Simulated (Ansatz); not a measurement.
# BrCl3H2Si: the cost of one run

Method: RKS PBE/def2-SVP, in Ansatz 0.2.0.

## 1. Starting point

Bond lengths: Si1–Cl2 2.492 Å, Si1–Cl3 2.044 Å, Si1–Cl4 1.996 Å, Si1–H5 1.447 Å, Si1–Br7 2.704 Å. Angles: Cl2–Si1–Cl3 85.8°, Cl2–Si1–Cl4 98.5°, Cl2–Si1–H5 138.4°, Cl2–Si1–Br7 78.4°, Cl3–Si1–Cl4 109.3°, Cl3–Si1–H5 98.9°, Cl3–Si1–Br7 153.6°, Cl4–Si1–H5 118.2°, Cl4–Si1–Br7 94.0°, H5–Si1–Br7 80.0°.

Coordinates:

```xyz
7

Si   -0.6848   -0.0418   -0.2233
Cl    1.3839   -1.3505    0.2408
Cl   -1.3722   -1.7384   -1.1321
Cl   -1.4007    0.0457    1.6380
H    -1.1562    0.9335   -1.1832
H     2.1050    0.2243    0.4818
Br    1.1251    1.9271    0.1778
```

## 2. Pulling towards end A

Springs on the bonds that form and break draw the guess towards this end; the thresholds are loose.

input.yaml

```yaml
crystal:
  periodic: [false, false, false]
  atoms:
    - { symbol: Si, position_ang: [-0.6848, -0.0418, -0.2233] }
    - { symbol: Cl, position_ang: [1.3839, -1.3505, 0.2408] }
    - { symbol: Cl, position_ang: [-1.3722, -1.7384, -1.1321] }
    - { symbol: Cl, position_ang: [-1.4007, 0.0457, 1.638] }
    - { symbol: H, position_ang: [-1.1562, 0.9335, -1.1832] }
    - { symbol: H, position_ang: [2.105, 0.2243, 0.4818] }
    - { symbol: Br, position_ang: [1.1251, 1.9271, 0.1778] }
basis:
  gaussian: { orbitals: def2-SVP }
hamiltonian:
  xc: pbe
relax:
  f_tol: 0.15
  max_steps: 25
  restrain:
    - { distance: [0, 6], at: 3.61, k: 30.0 }
    - { distance: [5, 1], at: 2.63, k: 30.0 }
    - { distance: [0, 1], at: 2.13, k: 30.0 }
    - { distance: [5, 6], at: 1.51, k: 30.0 }
```

Command:

```sh
$ ansatz run input.yaml --threads 2 --pin off --max-ram 3072MiB --backend cpu --events-out ev --progress --plain --runs-dir out
```

Q: Estimate wall time and peak memory on 2 threads of Arm Neoverse V1, shared host.

About 18 s, with a peak of 0.17 GiB.
